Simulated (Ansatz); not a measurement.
**H₂IOSi− (SMILES O[SiH-]I): functionals against CCSD(T) at one geometry**

The task here is to estimate one member of a computed series from the others.

Computed with Ansatz 0.2.0, Gaussian basis. Level: single points in def2-TZVPPD.

Cores are frozen in the correlated methods. Filled d shells of the heavier atoms are correlated. Core potentials replace the inner electrons past krypton, and spin-orbit coupling is left out.

## Where the work starts

5 atoms, charge -1, spin multiplicity 1.

Atoms are counted from 1 here; the program's logs count them from 0.

Bond lengths: O1–Si2 1.634 Å, O1–H4 0.791 Å, Si2–I3 2.801 Å, Si2–H5 1.423 Å. Angles: Si2–O1–H4 107.5°, O1–Si2–I3 99.0°, O1–Si2–H5 98.1°, I3–Si2–H5 82.4°.

Geometry (Å):

```xyz
5
H2IOSi
O    -0.3671   -1.1803    0.0727
Si    0.5897   -0.0980   -0.6914
I    -0.4179    2.2571    0.4421
H    -1.1071   -1.0619   -0.1789
H     1.5716    0.0559    0.3270
```

The first run:

run/in.yaml reads:

```yaml
crystal:
  periodic: [false, false, false]
  atoms:
    - {symbol: O, position_ang: [-0.367100, -1.180300, 0.072700]}
    - {symbol: Si, position_ang: [0.589700, -0.098000, -0.691400]}
    - {symbol: I, position_ang: [-0.417900, 2.257100, 0.442100]}
    - {symbol: H, position_ang: [-1.107100, -1.061900, -0.178900]}
    - {symbol: H, position_ang: [1.571600, 0.055900, 0.327000]}
basis:
  gaussian: {orbitals: "def2-TZVPPD.json"}
total_charge: -1
correlation: {method: ccsd_t}
output: {forces: true}
```

The basis file named in the input lies beside it (Basis Set Exchange, JSON).

The command line of these runs was not kept.

Steps of the session up to this table: CCSD(T)/def2-TZVPPD; PBE0-D4/def2-TZVPPD; wB97M-V/def2-TZVPPD; r2SCAN-D4/def2-TZVPPD; PBE-D4/def2-TZVPPD; BHLYP-D4/def2-TZVPPD; revPBE-D4/def2-TZVPPD.

One table of the session follows, with a row left open; its other results are not shown here.

| method | RMS force component (eV/Å) | angle to CCSD(T) forces (°) |
| --- | --- | --- |
| CCSD(T) | 5.961 | reference |
| PBE0-D4 | 5.937 | 0.8 |
| wB97M-V | 5.938 | 0.4 |
| r2SCAN-D4 | 5.937 | 0.6 |
| PBE-D4 | ? | ? |
| BHLYP-D4 | 5.722 | 1.8 |
| revPBE-D4 | 6.111 | 1.7 |

Estimate the missing values for PBE-D4.

**Answer.** RMS force component (eV/Å): 6.115; angle to CCSD(T) forces (°): 1.2. In the column «RMS force component (eV/Å)» it is the highest.
